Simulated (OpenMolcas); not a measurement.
**HF/ANO-RCC-VDZ (DKH4) run of GeF4 (tetrafluorogermane)**

Aim: the vertical singlet–triplet gap of GeF4 (tetrafluorogermane) at HF/ANO-RCC-VDZ (DKH4), from 2 runs. 

The results are computed with OpenMolcas 26.06.

**1. The molecule**

GeF4 has 5 atoms, charge 0, and is taken as a singlet. SMILES: `[F][Ge]([F])([F])[F]`. Geometry: a GFN2-xTB relaxation, a rough one for these elements and not checked as a minimum.

Bond lengths: F1–Ge2 1.672 Å, Ge2–F3 1.673 Å, Ge2–F4 1.674 Å, Ge2–F5 1.672 Å. Angles: F1–Ge2–F3 109.3°, F1–Ge2–F4 109.7°, F1–Ge2–F5 109.4°, F3–Ge2–F4 109.4°, F3–Ge2–F5 109.7°, F4–Ge2–F5 109.3°.

**2. A single-point energy at HF/ANO-RCC-VDZ (DKH4)**

struct.xyz reads:

```xyz
5

F     -0.445650     0.094790     1.609200
Ge     0.000290     0.000080     0.000400
F      1.262460    -1.085410    -0.160740
F     -1.300340    -0.518920    -0.916670
F      0.483230     1.509470    -0.532190
```

job.input reads:

```
&gateway
  coord
  struct.xyz
  basis
  ANO-RCC-VDZ
  group
  NoSym

&seward
  relativistic
  R04O02
  expert

&scf
  prorbitals
  1 1
```

On the command line:

```sh
$ export MOLCAS_MEM=1860
$ pymolcas job.input > job.log
```

Log:

```text
--- Start Module: gateway ---
[...]
--- Stop Module: gateway /rc=_RC_ALL_IS_WELL_ ---
--- Start Module: seward ---
[...]
 ###    WARNING:  EXPERT option is ON!                                       ###
 ###############################################################################
               SEWARD will generate:
[...]
      Basis functions           58
--- Stop Module: seward /rc=_RC_ALL_IS_WELL_ ---
[...]
--- Start Module: scf ---
[...]
       Convergence after   9 Iterations
[...]
::    Total SCF energy                              -2495.3875642282
[...]
      Total spin, S                                     0.0000000000
[...]
      Total electronic charge=   68.000000
      Total            charge=   -0.000000
[...]
      Dipole Moment (debye):
      Origin of the operator (angstrom)=    0.0001    0.0000    0.0001
                   X=  5.2838E-03               Y=  1.8053E-03               Z=  6.8488E-03           Total=  8.8364E-03
      Quadrupole Moment (debye*angstrom):
[...]
--- Stop Module: scf /rc=_RC_ALL_IS_WELL_ ---
[...]
```

Run time: 7.8 s. Hardware: 1 thread of Arm Neoverse V1, shared host; peak memory 0.41 GiB.

**3. The triplet, same level**

struct.xyz is that of step 2.

job.inp reads:

```
>>> EXPORT MOLCAS_PRINT=2

&GATEWAY
  COORD=struct.xyz
  BASIS=ANO-RCC-VDZ
  GROUP=NoSym

&SEWARD
  RELATIVISTIC=R04O02
  EXPERT

&SCF
  UHF
  SPIN=3
  PRORBITALS=1 1
```

On the command line:

```sh
$ export MOLCAS_MEM=1860
$ pymolcas job.inp > job.log
```

Log:

```text
--- Start Module: gateway ---
[...]
--- Stop Module: gateway /rc=_RC_ALL_IS_WELL_ ---
--- Start Module: seward ---
[...]
 ###    WARNING:  EXPERT option is ON!                                       ###
 ###############################################################################
               SEWARD will generate:
[...]
      Basis functions           58
--- Stop Module: seward /rc=_RC_ALL_IS_WELL_ ---
[...]
--- Start Module: scf ---
[...]
       Convergence after  43 Iterations
[...]
::    Total SCF energy                              -2495.0804340046
[...]
      Total spin, S                                     1.0043693710
[...]
      Total electronic charge=   68.000000
      Total            charge=   -0.000000
[...]
      Dipole Moment (debye):
      Origin of the operator (angstrom)=    0.0001    0.0000    0.0001
                   X=  1.2862E+00               Y=  4.1918E+00               Z= -1.4793E+00           Total=  4.6275E+00
      Quadrupole Moment (debye*angstrom):
[...]
--- Stop Module: scf /rc=_RC_ALL_IS_WELL_ ---
[...]
```

Wall time 11 s (1 thread of Arm Neoverse V1, shared host); peak memory 0.41 GiB.

**4. What came out**

At HF/ANO-RCC-VDZ (DKH4):

| quantity | value |
| --- | --- |
| singlet: total energy | -2495.38756 Eh |
| singlet: dipole moment | 0.01 D |
| singlet: HOMO energy | -19.06 eV |
| singlet: LUMO energy | 0.99 eV |
| singlet: HOMO–LUMO gap | 20.05 eV |
| triplet: total energy | -2495.08043 Eh |
| triplet: dipole moment | 4.63 D |
| triplet: HOMO energy (highest over α and β) | -8.08 eV |
| triplet: LUMO energy (lowest over α and β) | -4.71 eV |
| triplet: ⟨S²⟩ | 2.013 |
| vertical energy of the triplet above the singlet | 8.357 eV |

At this shape the triplet lies 8.36 eV (193 kcal/mol) above the singlet. Mulliken charges (singlet) run from -0.60 on F4 to +2.39 on Ge2; they depend strongly on the basis.
